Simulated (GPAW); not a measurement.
TaTe:

```
Ta Te
1.0
     3.42009    0.00000    0.00000
     0.00000    3.42009    0.00000
     0.00000    0.00000    3.42009
Ta Te
1 1
Direct
  0.50000 0.50000 0.50000
  0.00000 0.00000 0.00000
```

The cell was built by a generator and needn't be a form met in nature.

Base run:

| Property | Result |
| --- | --- |
| Program | GPAW 26.7.0 |
| Functional | PBEsol |
| Potentials or basis | PAW data sets generated in the run's folder for this functional |
| Cutoff | 600 eV |
| Basis | pw |
| k mesh | 8 × 8 × 8 |
| Occupations | fermi-dirac, width 0.05 eV |
| Spin | no spin polarisation |

Its results: band gap on the k mesh none (metal or under the smearing width); pressure -5.9 GPa.

The run is repeated on the same cell with these changes: hubbard terms from none to Ta d U = 4 eV. What comes out?

Band gap on the k mesh none (metal or under the smearing width); pressure 0.8 GPa.

Caveats: U without spin polarisation on a metal has little footing (some runs); the U is typed as a test and isn't derived for this compound (some runs).

Not every run made on this cell is shown here.
